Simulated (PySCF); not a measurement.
# C6H8OS: circular dichroism and optical rotation, excited states

Wanted: circular dichroism and optical rotation, excited states for C6H8OS (`O=[S@@]1C=C[C@H]2C[C@@H]1C2`).

Computed with PySCF 2.14.0 and routines of our own; the level stands in each step. Atoms count from 0.

## 1. The starting structure

16 atoms, charge 0, multiplicity 1; geometry from: GFN2-xTB.

## 2. Circular dichroism and optical rotation: TDDFT PBE0/def2-SVPD

The job: settings as JSON, then the geometry in Å.

```
{"job": {"kind": "ecd", "xc": "PBE0", "basis": "def2-SVPD", "nstates": 12}, "charge": 0, "multiplicity": 1}
O      0.321258     2.683571     0.815312
S      0.339070     1.325598     1.366993
C      1.658389     0.464157     0.450289
C      1.414411    -0.485139    -0.435809
C      0.007233    -0.897500    -0.720166
C     -0.752137    -1.087768     0.612357
C     -1.057703     0.405016     0.556621
C     -0.843541     0.372121    -0.950738
H      2.642990     0.832294     0.685464
H      2.215404    -0.967147    -0.980799
H     -0.057153    -1.693124    -1.459647
H     -1.644091    -1.703665     0.508431
H     -0.163105    -1.435707     1.459732
H     -1.989751     0.792186     0.962914
H     -1.760588     0.169078    -1.500222
H     -0.338285     1.234974    -1.382143
```

With the program's defaults for keys left out, this is: TDDFT PBE0/def2-SVPD circular dichroism and optical rotation, one conformer, gas phase.

On the command line:

```
$ OMP_NUM_THREADS=1 python excited_run.py task.json out
```

The driver reads the jobs from task.json and runs them one after another.

What it wrote:

```text
coarse grid: 14192 points
cycle   1  E = -705.7070593784  dE =  1.581e+00  |g| = 8.390e-01  |ddm| = 7.838e+00
cycle   2  E = -704.9888649534  dE =  7.182e-01  |g| = 2.016e+00  |ddm| = 4.863e+00
cycle   3  E = -705.8456056703  dE = -8.567e-01  |g| = 2.144e-01  |ddm| = 4.067e+00
cycle   4  E = -705.8543794458  dE = -8.774e-03  |g| = 1.163e-01  |ddm| = 1.032e+00
cycle   5  E = -705.8577570390  dE = -3.378e-03  |g| = 1.834e-02  |ddm| = 5.588e-01
cycle   6  E = -705.8578276252  dE = -7.059e-05  |g| = 8.713e-03  |ddm| = 9.146e-02
cycle   7  E = -705.8578468590  dE = -1.923e-05  |g| = 1.902e-03  |ddm| = 2.120e-02
cycle   8  E = -705.8578477047  dE = -8.457e-07  |g| = 6.529e-04  |ddm| = 6.104e-03
final grid: 133184 points
cycle   9  E = -705.9468899209  dE = -3.404e-05  |g| = 1.109e-02  |ddm| = 2.511e-01
cycle  10  E = -705.9468285806  dE =  6.134e-05  |g| = 1.956e-02  |ddm| = 7.876e-02
cycle  11  E = -705.9469191915  dE = -9.061e-05  |g| = 2.848e-03  |ddm| = 5.927e-02
cycle  12  E = -705.9469208467  dE = -1.655e-06  |g| = 3.482e-04  |ddm| = 4.649e-03
cycle  13  E = -705.9469208725  dE = -2.575e-08  |g| = 1.332e-04  |ddm| = 2.217e-03
cycle  14  E = -705.9469208758  dE = -3.372e-09  |g| = 6.699e-05  |ddm| = 4.541e-04
cycle  15  E = -705.9469208770  dE = -1.120e-09  |g| = 1.187e-05  |ddm| = 2.204e-04
cycle  16  E = -705.9469208770  dE = -3.683e-11  |g| = 3.286e-06  |ddm| = 4.098e-05
converged SCF energy = -705.9469208770

Singlet excitations and rotatory strengths (1e-40 esu^2 cm^2)
state   eV       nm     f(len)   f(vel)    R(len)    R(vel)   main configurations
  1   4.4296   279.9  0.00524  0.00818     0.490    -1.049   H->L 0.97
  2   5.4205   228.7  0.01173  0.00901   -10.653    -6.207   H-1->L 0.84, H-2->L 0.13
  3   5.8197   213.0  0.01763  0.02066    -0.860     0.755   H->L+2 0.70, H->L+1 0.17
  4   6.1784   200.7  0.01004  0.00975    -6.727    -6.250   H->L+1 0.77, H->L+2 0.13
  5   6.3258   196.0  0.07531  0.07667   -35.280   -35.548   H-2->L 0.41, H->L+4 0.26
  6   6.4479   192.3  0.05349  0.04937    95.824    92.770   H->L+4 0.48, H-2->L 0.26
  7   6.7200   184.5  0.00608  0.00648    -0.184     0.516   H->L+3 0.78, H->L+4 0.11
  8   6.7811   182.8  0.01847  0.01963    11.949     8.179   H-1->L+2 0.58, H-1->L+1 0.17
  9   6.8046   182.2  0.03163  0.03041    -6.517    -6.223   H->L+5 0.85
 10   7.0051   177.0  0.00599  0.00619    -8.295    -7.694   H-1->L+1 0.54, H-3->L 0.20, H-1->L+2 0.15
 11   7.0504   175.9  0.01236  0.01286     3.925     3.496   H-3->L 0.61, H-1->L+1 0.18
 12   7.1115   174.3  0.02399  0.02637    -2.151    -2.114   H->L+6 0.63, H-3->L 0.12

Specific rotation (deg / (dm g/mL))
    nm     length   length(OI)   velocity    alpha(len)  alpha(vel)
  633.0     -54.13     -55.58     -47.67       88.168     88.264
  589.3     -64.21     -65.95     -56.82       88.528     88.630
  546.0     -77.46     -79.58     -68.97       88.982     89.092
  436.0    -140.53    -144.70    -129.73       90.916     91.069
  405.0    -174.15    -179.59    -164.62       91.831     92.008
  365.0    -240.87    -249.46    -241.65       93.490     93.726
  355.0    -263.90    -273.87    -271.63       94.031     94.291
```

Wall time 1.8 min (1 thread of Arm Neoverse V1, shared host); peak memory 0.95 GiB.

## 3. Excited states: TDA wB97X-D/def2-SVPD

Settings changed since step 2:

```diff
@@ -1,2 +1,2 @@
-{"job": {"kind": "ecd", "xc": "PBE0", "basis": "def2-SVPD", "nstates": 12}, "charge": 0, "multiplicity": 1}
+{"job": {"kind": "states", "xc": "wB97X-D", "basis": "def2-SVPD", "tda": true, "soc": true, "nstates": 6, "ntriplets": 5, "nquad": 4}, "charge": 0, "multiplicity": 1}
 O      0.321258     2.683571     0.815312
```

With the program's defaults for keys left out, this is: TDA wB97X-D/def2-SVPD excited states, vertical, gas phase, spin-orbit mean-field couplings.

What it wrote:

```text
coarse grid: 14192 points
cycle   1  E = -706.0699366292  dE =  1.951e+00  |g| = 8.693e-01  |ddm| = 7.484e+00
cycle   2  E = -705.7915569451  dE =  2.784e-01  |g| = 1.503e+00  |ddm| = 3.782e+00
cycle   3  E = -706.2345855852  dE = -4.430e-01  |g| = 7.936e-02  |ddm| = 2.620e+00
cycle   4  E = -706.2359193559  dE = -1.334e-03  |g| = 4.588e-02  |ddm| = 3.458e-01
cycle   5  E = -706.2364504773  dE = -5.311e-04  |g| = 7.440e-03  |ddm| = 2.187e-01
cycle   6  E = -706.2364706038  dE = -2.013e-05  |g| = 2.239e-03  |ddm| = 3.466e-02
cycle   7  E = -706.2364724944  dE = -1.891e-06  |g| = 8.452e-04  |ddm| = 1.241e-02
final grid: 133184 points
cycle   8  E = -706.3294699784  dE = -1.061e-04  |g| = 3.404e-03  |ddm| = 2.259e-01
cycle   9  E = -706.3294721040  dE = -2.126e-06  |g| = 2.425e-03  |ddm| = 2.898e-02
cycle  10  E = -706.3294732896  dE = -1.186e-06  |g| = 9.438e-04  |ddm| = 9.042e-03
cycle  11  E = -706.3294734641  dE = -1.744e-07  |g| = 4.074e-04  |ddm| = 2.521e-03
cycle  12  E = -706.3294734989  dE = -3.481e-08  |g| = 7.750e-05  |ddm| = 9.564e-04
cycle  13  E = -706.3294735006  dE = -1.726e-09  |g| = 2.581e-05  |ddm| = 2.808e-04
cycle  14  E = -706.3294735008  dE = -2.417e-10  |g| = 9.050e-06  |ddm| = 1.137e-04
converged SCF energy = -706.3294735008

Singlet excitations
state   eV       nm        f     d(h-e)  d(exc)  Lambda  PR(NTO)  |dmu|/D   mu/D   main configurations
  1   4.8474   255.8   0.00950   1.567   3.024   0.449   1.016    3.692    2.699   H->L 0.94
  2   5.8259   212.8   0.01528   1.349   3.020   0.622   1.030    3.136    3.070   H-1->L 0.79, H-2->L 0.14
  3   6.0438   205.1   0.02476   0.723   2.678   0.483   1.170    1.682    3.974   H->L+2 0.66, H->L+5 0.12
  4   6.6538   186.3   0.03000   0.571   3.215   0.380   1.170    2.755    6.360   H->L+5 0.26, H->L+3 0.23, H->L+1 0.18
  5   6.7916   182.6   0.08764   0.423   2.908   0.599   1.750                     H-2->L 0.57, H-1->L 0.12, H->L+1 0.09
  6   6.9220   179.1   0.05603   1.498   3.592   0.338   1.206                     H->L+1 0.41, H->L+4 0.19, H->L+5 0.16

Triplet excitations (Tamm-Dancoff)
state   eV     d(h-e)  d(exc)  Lambda  PR(NTO)   main configurations
  1   4.1405   0.194   2.312   0.602   1.036   H-1->L 0.36, H-2->L 0.35, H->L 0.19
  2   4.5439   1.233   2.829   0.482   1.054   H->L 0.69, H-1->L 0.17
  3   5.2439   0.528   2.502   0.463   1.013   H->L+2 0.64, H->L+5 0.17
  4   5.6718   1.232   2.899   0.641   1.139   H-2->L 0.47, H-1->L 0.39
  5   6.2287   0.762   2.871   0.413   1.356   H->L+5 0.25, H->L+3 0.13, H->L+10 0.11
S1 - T1 = 0.7069 eV

Spin-orbit couplings |<S|Hso|T>| (cm-1)
             T1       T2       T3       T4       T5
S0       10.729   20.444   98.517   29.693   72.291
S1       12.545    8.075   24.066   52.586   14.332
S2       18.918   49.747    5.570    1.555   16.167
S3        7.446   32.097    7.727    7.220   38.544
S4        2.433    6.635   43.369    4.027    8.170
S5        6.107   13.556   19.917    4.130    8.817
S6        1.177    4.820   24.095    4.092   12.092
T1 sublevels (cm-1): 0.000 0.009 0.044   radiative rates (1/s): 3 5.52 7.9
```

It took 58 s on 1 thread of Arm Neoverse V1, shared host; peak memory 0.92 GiB.

From this job:

| quantity | value |
| --- | --- |
| S1 less T1 | 0.71 eV |

## 4. What came out

| quantity | value |
| --- | --- |
| state of largest rotatory strength (velocity form) among 12 (step 2, TDDFT PBE0/def2-SVPD) | 6.45 eV, R = +92.8 (velocity), +95.8 (length) ·10⁻⁴⁰ esu² cm² |
| specific rotation at 633.0 nm (step 2, TDDFT PBE0/def2-SVPD) | -47.7 (velocity), -54.1 (length) |
| S1 less T1 (step 3, TDA wB97X-D/def2-SVPD) | 0.71 eV |

In words: Rotations belong to one conformer. The length form depends on the origin in a finite basis. In step 3, the number of triplets below S1 is 2, and the largest singlet-triplet spin-orbit coupling is S0–T3, 98.52 cm⁻¹.
